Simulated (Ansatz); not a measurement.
# C₂H₇AlSi: how energies converge with the basis set

An exercise on one series of results from a longer session: the logs are not shown, and one member is left open.

Computed with Ansatz 0.2.0, Gaussian basis. Level: one geometry, several basis sets.

The runs, in order: PBE0-D4/def2-SVP; ωB97M-V/def2-SVP; PBE0-D4/def2-QZVPP; ωB97M-V/def2-QZVPP; the functionals' def2-TZVPP values are taken from earlier runs.

## Structure used throughout

An earlier PBE0-D4 in a triple-zeta def2 set relaxation fixed the geometry.

SMILES `C[CH]1[AlH][SiH2]1`, 11 atoms, charge 0, spin multiplicity 1.

Atoms are counted from 1 here; the program's logs count them from 0.

Bond lengths: C1–C2 1.514 Å, C1–H5 1.095 Å, C1–H6 1.093 Å, C1–H7 1.094 Å, C2–Al3 1.950 Å, C2–Si4 1.917 Å, C2–H8 1.113 Å, Al3–Si4 2.328 Å, Al3–H9 1.584 Å, Si4–H10 1.491 Å, Si4–H11 1.492 Å. Angles: C2–C1–H5 112.2°, C2–C1–H6 110.6°, C2–C1–H7 112.0°, H5–C1–H6 107.1°, H5–C1–H7 107.6°, H6–C1–H7 107.1°, C1–C2–Al3 139.8°, C1–C2–Si4 125.6°, C1–C2–H8 111.2°, Al3–C2–Si4 74.0°, Al3–C2–H8 94.4°, Si4–C2–H8 103.1°, C2–Al3–Si4 52.3°, C2–Al3–H9 142.8°, Si4–Al3–H9 164.9°, C2–Si4–Al3 53.6°, C2–Si4–H10 119.8°, C2–Si4–H11 110.5° and more.

The first run:

Input file in.yaml:

```yaml
crystal:
  periodic: [false, false, false]
  atoms:
    - {symbol: C, position_ang: [-0.880396, 1.268387, -0.090213]}
    - {symbol: C, position_ang: [-0.072554, 0.022589, -0.383983]}
    - {symbol: Al, position_ang: [1.782121, -0.527492, -0.630997]}
    - {symbol: Si, position_ang: [0.210900, -1.436004, 0.826789]}
    - {symbol: H, position_ang: [-1.947216, 1.051853, 0.029912]}
    - {symbol: H, position_ang: [-0.542016, 1.737067, 0.837207]}
    - {symbol: H, position_ang: [-0.782557, 2.016210, -0.883039]}
    - {symbol: H, position_ang: [-0.434700, -0.482752, -1.306910]}
    - {symbol: H, position_ang: [3.104139, -0.181327, -1.432379]}
    - {symbol: H, position_ang: [-0.732132, -2.591200, 0.829917]}
    - {symbol: H, position_ang: [0.359711, -0.934227, 2.224295]}
basis:
  gaussian: {orbitals: def2-SVP}
hamiltonian: {xc: pbe0, dispersion: d4}
output: {orbitals: {seedname: orbitals}}
```

Run with:

```sh
ansatz run in.yaml --threads 2 --pin off --events-out ev --progress --plain --max-ram 4352MiB
```

Steps of the session up to this table: PBE0-D4 in def2-SVP; ωB97M-V in def2-SVP; PBE0-D4 in def2-QZVPP; ωB97M-V in def2-QZVPP.

One of the session's tables, all rows but one given; the rest of the session is left out.

It belongs to the step «Functionals by basis». 

| functional | basis | HOMO (eV) | LUMO (eV) |
| --- | --- | --- | --- |
| PBE0-D4 | def2-SVP | ? | ? |
| PBE0-D4 | def2-TZVPP | -6.03 | -1.72 |
| PBE0-D4 | def2-QZVPP | -6.04 | -1.75 |
| ωB97M-V | def2-SVP | -7.95 | 0.02 |
| ωB97M-V | def2-TZVPP | -7.98 | -0.08 |
| ωB97M-V | def2-QZVPP | -7.99 | -0.21 |

Estimate the missing values for PBE0-D4, def2-SVP.

The run gave: HOMO (eV): -6.03; LUMO (eV): -1.69.
